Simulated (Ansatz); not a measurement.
**Molecular dynamics of Be**

Input file:

```yaml
accuracy: low
crystal:
  lattice:
    - [7.091764, 0.0, 0.0]
    - [-3.545882, 6.141648, 0.0]
    - [0.0, 0.0, 7.40853]
  atoms:
    - { symbol: Be, position: [0.0, 0.0, 0.0] }
    - { symbol: Be, position: [0.1111111, 0.2222222, 0.25] }
    - { symbol: Be, position: [0.0, 0.0, 0.5] }
    - { symbol: Be, position: [0.1111111, 0.2222222, 0.75] }
    - { symbol: Be, position: [0.0, 0.3333333, 0.0] }
    - { symbol: Be, position: [0.1111111, 0.5555556, 0.25] }
    - { symbol: Be, position: [0.0, 0.3333333, 0.5] }
    - { symbol: Be, position: [0.1111111, 0.5555556, 0.75] }
    - { symbol: Be, position: [0.0, 0.6666667, 0.0] }
    - { symbol: Be, position: [0.1111111, 0.8888889, 0.25] }
    - { symbol: Be, position: [0.0, 0.6666667, 0.5] }
    - { symbol: Be, position: [0.1111111, 0.8888889, 0.75] }
    - { symbol: Be, position: [0.3333333, 0.0, 0.0] }
    - { symbol: Be, position: [0.4444444, 0.2222222, 0.25] }
    - { symbol: Be, position: [0.3333333, 0.0, 0.5] }
    - { symbol: Be, position: [0.4444444, 0.2222222, 0.75] }
    - { symbol: Be, position: [0.3333333, 0.3333333, 0.0] }
    - { symbol: Be, position: [0.4444444, 0.5555556, 0.25] }
    - { symbol: Be, position: [0.3333333, 0.3333333, 0.5] }
    - { symbol: Be, position: [0.4444444, 0.5555556, 0.75] }
    - { symbol: Be, position: [0.3333333, 0.6666667, 0.0] }
    - { symbol: Be, position: [0.4444444, 0.8888889, 0.25] }
    - { symbol: Be, position: [0.3333333, 0.6666667, 0.5] }
    - { symbol: Be, position: [0.4444444, 0.8888889, 0.75] }
    - { symbol: Be, position: [0.6666667, 0.0, 0.0] }
    - { symbol: Be, position: [0.7777778, 0.2222222, 0.25] }
    - { symbol: Be, position: [0.6666667, 0.0, 0.5] }
    - { symbol: Be, position: [0.7777778, 0.2222222, 0.75] }
    - { symbol: Be, position: [0.6666667, 0.3333333, 0.0] }
    - { symbol: Be, position: [0.7777778, 0.5555556, 0.25] }
    - { symbol: Be, position: [0.6666667, 0.3333333, 0.5] }
    - { symbol: Be, position: [0.7777778, 0.5555556, 0.75] }
    - { symbol: Be, position: [0.6666667, 0.6666667, 0.0] }
    - { symbol: Be, position: [0.7777778, 0.8888889, 0.25] }
    - { symbol: Be, position: [0.6666667, 0.6666667, 0.5] }
    - { symbol: Be, position: [0.7777778, 0.8888889, 0.75] }
basis:
  ecutwfc: 420.0
kpoints:
  mp_grid: { grid: [2, 2, 2] }
hamiltonian:
  xc: lda
scf:
  occupations: { method: fermi_dirac, width: 0.3 }
  lower_state_search: "off"
md:
  timestep: 0.75
  n_steps: 80
  ensemble: nvt_langevin
  temperature: 3500.0
  initial_velocities: maxwell_boltzmann
  seed: 360652
  friction: 0.02
```

Launched with:

```bash
$ ansatz run input.yaml --threads 1 --pin off --max-ram 3072MiB --backend cpu --events-out ev --progress --plain --runs-dir out
```

It starts from a structure without forces on its atoms.

Output, in part (step lines):

```
md step     0: t =     0.00 fs  T =  3402.8 K  F+E_penalty+E_count = -3173.09314099 eV  E_kin = 15.834350 eV  (6 SCF iters)
md step     1: t =     0.75 fs  T =  3236.3 K  F+E_penalty+E_count = -3173.03994948 eV  E_kin = 15.059735 eV  (6 SCF iters)
md step     2: t =     1.50 fs  T =  3287.2 K  F+E_penalty+E_count = -3172.88385336 eV  E_kin = 15.296613 eV  (6 SCF iters)
md step     3: t =     2.25 fs  T =  3164.1 K  F+E_penalty+E_count = -3172.62704983 eV  E_kin = 14.723870 eV  (6 SCF iters)
md step     4: t =     3.00 fs  T =  3211.1 K  F+E_penalty+E_count = -3172.27337516 eV  E_kin = 14.942221 eV  (6 SCF iters)
md step     5: t =     3.75 fs  T =  3117.8 K  F+E_penalty+E_count = -3171.82600691 eV  E_kin = 14.508250 eV  (5 SCF iters)
md step     6: t =     4.50 fs  T =  3087.7 K  F+E_penalty+E_count = -3171.28980838 eV  E_kin = 14.368061 eV  (5 SCF iters)
md step     7: t =     5.25 fs  T =  3073.6 K  F+E_penalty+E_count = -3170.66270154 eV  E_kin = 14.302691 eV  (5 SCF iters)
md step     8: t =     6.00 fs  T =  3048.6 K  F+E_penalty+E_count = -3169.94918296 eV  E_kin = 14.186001 eV  (5 SCF iters)
md step     9: t =     6.75 fs  T =  3000.4 K  F+E_penalty+E_count = -3169.15147266 eV  E_kin = 13.962143 eV  (5 SCF iters)
md step    10: t =     7.50 fs  T =  2762.4 K  F+E_penalty+E_count = -3168.27597762 eV  E_kin = 12.854526 eV  (6 SCF iters)
md step    11: t =     8.25 fs  T =  2715.1 K  F+E_penalty+E_count = -3167.33997945 eV  E_kin = 12.634123 eV  (5 SCF iters)
md step    12: t =     9.00 fs  T =  2465.2 K  F+E_penalty+E_count = -3166.37593503 eV  E_kin = 11.471260 eV  (5 SCF iters)
md step    13: t =     9.75 fs  T =  2332.1 K  F+E_penalty+E_count = -3165.40689308 eV  E_kin = 10.852028 eV  (5 SCF iters)
md step    14: t =    10.50 fs  T =  2188.1 K  F+E_penalty+E_count = -3164.47079293 eV  E_kin = 10.181873 eV  (5 SCF iters)
md step    15: t =    11.25 fs  T =  1990.7 K  F+E_penalty+E_count = -3163.58777237 eV  E_kin = 9.263521 eV  (5 SCF iters)
md step    16: t =    12.00 fs  T =  1888.7 K  F+E_penalty+E_count = -3162.76637589 eV  E_kin = 8.789013 eV  (5 SCF iters)
md step    17: t =    12.75 fs  T =  1764.2 K  F+E_penalty+E_count = -3162.07061313 eV  E_kin = 8.209452 eV  (5 SCF iters)
md step    18: t =    13.50 fs  T =  1665.4 K  F+E_penalty+E_count = -3161.51192789 eV  E_kin = 7.749747 eV  (5 SCF iters)
md step    19: t =    14.25 fs  T =  1602.6 K  F+E_penalty+E_count = -3161.07508982 eV  E_kin = 7.457561 eV  (5 SCF iters)
md step    20: t =    15.00 fs  T =  1722.9 K  F+E_penalty+E_count = -3160.72578864 eV  E_kin = 8.017209 eV  (6 SCF iters)
md step    21: t =    15.75 fs  T =  1690.2 K  F+E_penalty+E_count = -3160.46264297 eV  E_kin = 7.865196 eV  (5 SCF iters)
md step    22: t =    16.50 fs  T =  1786.0 K  F+E_penalty+E_count = -3160.26238010 eV  E_kin = 8.311065 eV  (5 SCF iters)
md step    23: t =    17.25 fs  T =  1718.4 K  F+E_penalty+E_count = -3160.09189030 eV  E_kin = 7.996314 eV  (5 SCF iters)
md step    24: t =    18.00 fs  T =  1732.9 K  F+E_penalty+E_count = -3159.97193703 eV  E_kin = 8.063609 eV  (5 SCF iters)
md step    25: t =    18.75 fs  T =  1637.0 K  F+E_penalty+E_count = -3159.86963152 eV  E_kin = 7.617526 eV  (5 SCF iters)
md step    26: t =    19.50 fs  T =  1682.6 K  F+E_penalty+E_count = -3159.78190885 eV  E_kin = 7.829891 eV  (5 SCF iters)
md step    27: t =    20.25 fs  T =  1640.9 K  F+E_penalty+E_count = -3159.71424170 eV  E_kin = 7.635656 eV  (5 SCF iters)
md step    28: t =    21.00 fs  T =  1799.6 K  F+E_penalty+E_count = -3159.63042594 eV  E_kin = 8.374120 eV  (5 SCF iters)
md step    29: t =    21.75 fs  T =  1674.3 K  F+E_penalty+E_count = -3159.55064759 eV  E_kin = 7.790923 eV  (5 SCF iters)
md step    30: t =    22.50 fs  T =  1698.6 K  F+E_penalty+E_count = -3159.52091134 eV  E_kin = 7.904098 eV  (6 SCF iters)
md step    31: t =    23.25 fs  T =  1883.4 K  F+E_penalty+E_count = -3159.46817279 eV  E_kin = 8.763950 eV  (5 SCF iters)
md step    32: t =    24.00 fs  T =  1858.0 K  F+E_penalty+E_count = -3159.38575451 eV  E_kin = 8.646099 eV  (5 SCF iters)
md step    33: t =    24.75 fs  T =  1928.2 K  F+E_penalty+E_count = -3159.33134529 eV  E_kin = 8.972761 eV  (5 SCF iters)
md step    34: t =    25.50 fs  T =  1933.9 K  F+E_penalty+E_count = -3159.30624837 eV  E_kin = 8.999245 eV  (5 SCF iters)
md step    35: t =    26.25 fs  T =  2057.6 K  F+E_penalty+E_count = -3159.32612681 eV  E_kin = 9.574887 eV  (5 SCF iters)
md step    36: t =    27.00 fs  T =  2056.1 K  F+E_penalty+E_count = -3159.41223779 eV  E_kin = 9.567959 eV  (5 SCF iters)
md step    37: t =    27.75 fs  T =  2126.8 K  F+E_penalty+E_count = -3159.53877956 eV  E_kin = 9.896801 eV  (5 SCF iters)
md step    38: t =    28.50 fs  T =  2226.3 K  F+E_penalty+E_count = -3159.67043601 eV  E_kin = 10.359832 eV  (5 SCF iters)
md step    39: t =    29.25 fs  T =  2275.7 K  F+E_penalty+E_count = -3159.80339773 eV  E_kin = 10.589853 eV  (5 SCF iters)
md step    40: t =    30.00 fs  T =  2235.4 K  F+E_penalty+E_count = -3159.93280766 eV  E_kin = 10.402102 eV  (6 SCF iters)
md step    41: t =    30.75 fs  T =  2247.7 K  F+E_penalty+E_count = -3160.03736272 eV  E_kin = 10.459379 eV  (5 SCF iters)
md step    42: t =    31.50 fs  T =  2223.4 K  F+E_penalty+E_count = -3160.10984646 eV  E_kin = 10.346302 eV  (5 SCF iters)
md step    43: t =    32.25 fs  T =  2336.5 K  F+E_penalty+E_count = -3160.19536483 eV  E_kin = 10.872589 eV  (5 SCF iters)
md step    44: t =    33.00 fs  T =  2302.3 K  F+E_penalty+E_count = -3160.30740918 eV  E_kin = 10.713609 eV  (5 SCF iters)
md step    45: t =    33.75 fs  T =  2415.9 K  F+E_penalty+E_count = -3160.39597866 eV  E_kin = 11.242119 eV  (5 SCF iters)
md step    46: t =    34.50 fs  T =  2287.8 K  F+E_penalty+E_count = -3160.44776621 eV  E_kin = 10.645976 eV  (5 SCF iters)
md step    47: t =    35.25 fs  T =  2182.8 K  F+E_penalty+E_count = -3160.45615053 eV  E_kin = 10.157560 eV  (5 SCF iters)
md step    48: t =    36.00 fs  T =  2258.6 K  F+E_penalty+E_count = -3160.45183929 eV  E_kin = 10.510085 eV  (5 SCF iters)
md step    49: t =    36.75 fs  T =  2160.9 K  F+E_penalty+E_count = -3160.46340371 eV  E_kin = 10.055257 eV  (5 SCF iters)
md step    50: t =    37.50 fs  T =  2272.9 K  F+E_penalty+E_count = -3160.48684223 eV  E_kin = 10.576604 eV  (6 SCF iters)
md step    51: t =    38.25 fs  T =  2386.8 K  F+E_penalty+E_count = -3160.54783287 eV  E_kin = 11.106795 eV  (5 SCF iters)
md step    52: t =    39.00 fs  T =  2684.7 K  F+E_penalty+E_count = -3160.63211997 eV  E_kin = 12.492856 eV  (5 SCF iters)
md step    53: t =    39.75 fs  T =  2765.7 K  F+E_penalty+E_count = -3160.71871440 eV  E_kin = 12.869694 eV  (5 SCF iters)
md step    54: t =    40.50 fs  T =  2925.3 K  F+E_penalty+E_count = -3160.81139633 eV  E_kin = 13.612631 eV  (5 SCF iters)
md step    55: t =    41.25 fs  T =  3054.3 K  F+E_penalty+E_count = -3160.89599558 eV  E_kin = 14.212854 eV  (5 SCF iters)
md step    56: t =    42.00 fs  T =  2949.5 K  F+E_penalty+E_count = -3160.92981197 eV  E_kin = 13.725025 eV  (5 SCF iters)
md step    57: t =    42.75 fs  T =  2882.0 K  F+E_penalty+E_count = -3160.91032639 eV  E_kin = 13.411132 eV  (5 SCF iters)
md step    58: t =    43.50 fs  T =  2860.8 K  F+E_penalty+E_count = -3160.85892557 eV  E_kin = 13.312364 eV  (5 SCF iters)
md step    59: t =    44.25 fs  T =  2820.2 K  F+E_penalty+E_count = -3160.76974619 eV  E_kin = 13.123565 eV  (5 SCF iters)
md step    60: t =    45.00 fs  T =  2911.9 K  F+E_penalty+E_count = -3160.65977954 eV  E_kin = 13.550142 eV  (6 SCF iters)
md step    61: t =    45.75 fs  T =  2820.0 K  F+E_penalty+E_count = -3160.54512929 eV  E_kin = 13.122578 eV  (5 SCF iters)
md step    62: t =    46.50 fs  T =  2844.2 K  F+E_penalty+E_count = -3160.43335351 eV  E_kin = 13.234913 eV  (5 SCF iters)
md step    63: t =    47.25 fs  T =  2702.6 K  F+E_penalty+E_count = -3160.31626217 eV  E_kin = 12.576326 eV  (5 SCF iters)
md step    64: t =    48.00 fs  T =  2422.3 K  F+E_penalty+E_count = -3160.17480213 eV  E_kin = 11.271818 eV  (5 SCF iters)
md step    65: t =    48.75 fs  T =  2364.5 K  F+E_penalty+E_count = -3160.04499643 eV  E_kin = 11.003075 eV  (5 SCF iters)
md step    66: t =    49.50 fs  T =  2400.1 K  F+E_penalty+E_count = -3159.93700756 eV  E_kin = 11.168722 eV  (5 SCF iters)
md step    67: t =    50.25 fs  T =  2707.3 K  F+E_penalty+E_count = -3159.79808817 eV  E_kin = 12.598211 eV  (5 SCF iters)
md step    68: t =    51.00 fs  T =  2738.9 K  F+E_penalty+E_count = -3159.65011384 eV  E_kin = 12.745308 eV  (5 SCF iters)
md step    69: t =    51.75 fs  T =  2741.3 K  F+E_penalty+E_count = -3159.50863404 eV  E_kin = 12.756058 eV  (5 SCF iters)
md step    70: t =    52.50 fs  T =  2732.6 K  F+E_penalty+E_count = -3159.32444559 eV  E_kin = 12.715620 eV  (6 SCF iters)
md step    71: t =    53.25 fs  T =  2779.9 K  F+E_penalty+E_count = -3159.10401993 eV  E_kin = 12.935687 eV  (5 SCF iters)
md step    72: t =    54.00 fs  T =  2708.4 K  F+E_penalty+E_count = -3158.86224480 eV  E_kin = 12.603090 eV  (5 SCF iters)
md step    73: t =    54.75 fs  T =  2703.0 K  F+E_penalty+E_count = -3158.61052312 eV  E_kin = 12.578227 eV  (5 SCF iters)
md step    74: t =    55.50 fs  T =  2735.9 K  F+E_penalty+E_count = -3158.36748596 eV  E_kin = 12.731098 eV  (5 SCF iters)
md step    75: t =    56.25 fs  T =  2579.2 K  F+E_penalty+E_count = -3158.16061100 eV  E_kin = 12.001719 eV  (5 SCF iters)
md step    76: t =    57.00 fs  T =  2522.2 K  F+E_penalty+E_count = -3157.98721529 eV  E_kin = 11.736914 eV  (5 SCF iters)
md step    77: t =    57.75 fs  T =  2486.1 K  F+E_penalty+E_count = -3157.81282899 eV  E_kin = 11.568510 eV  (5 SCF iters)
md step    78: t =    58.50 fs  T =  2413.2 K  F+E_penalty+E_count = -3157.64494293 eV  E_kin = 11.229666 eV  (5 SCF iters)
md step    79: t =    59.25 fs  T =  2516.0 K  F+E_penalty+E_count = -3157.53420739 eV  E_kin = 11.707625 eV  (5 SCF iters)
md step    80: t =    60.00 fs  T =  2490.8 K  F+E_penalty+E_count = -3157.46774129 eV  E_kin = 11.590637 eV  (6 SCF iters)
```

All steps were run. The mean temperature of the second half is 26 % below the set value. A run of 0.06 ps of so small a system gives no equilibrium averages. Limits of this set-up: coarse k mesh, low accuracy level.

Mean squared displacements from the first frame to the last, about the centre of mass: Be 0.34 Å².

Last frame:

```xyz
36
Lattice="7.0918 0.0000 0.0000 -3.5459 6.1416 0.0000 0.0000 0.0000 7.4085" Properties=species:S:1:pos:R:3
Be 0.038 -0.205 0.552
Be -0.584 1.210 2.406
Be -0.174 -0.426 3.089
Be -0.135 0.825 5.528
Be -0.403 1.757 0.155
Be -1.289 3.498 1.327
Be -1.402 2.209 4.064
Be -0.778 2.928 5.533
Be -2.128 4.343 -0.267
Be -1.739 5.403 2.009
Be -2.896 3.982 3.476
Be -1.882 4.784 5.245
Be 2.761 -0.106 0.010
Be 1.609 1.236 1.588
Be 2.042 -0.095 3.780
Be 2.530 1.478 5.537
Be 1.508 1.925 -0.237
Be 0.767 3.122 1.461
Be 0.643 2.192 3.621
Be 0.952 3.487 5.828
Be -0.030 3.816 -0.103
Be -0.069 6.413 2.344
Be -0.170 4.546 3.187
Be 0.114 5.306 5.399
Be 5.190 -0.103 -0.552
Be 5.207 1.053 1.112
Be 4.761 -0.184 3.656
Be 4.654 1.130 5.483
Be 3.748 2.300 0.164
Be 3.212 3.062 1.574
Be 3.624 2.057 3.772
Be 3.920 2.965 5.321
Be 2.226 4.267 -0.250
Be 1.548 5.286 1.622
Be 2.118 3.519 3.560
Be 2.661 5.067 5.396
```

The run took 12 min on 1 thread of Arm Neoverse V1, with other jobs on the host, peak memory 0.65 GiB.
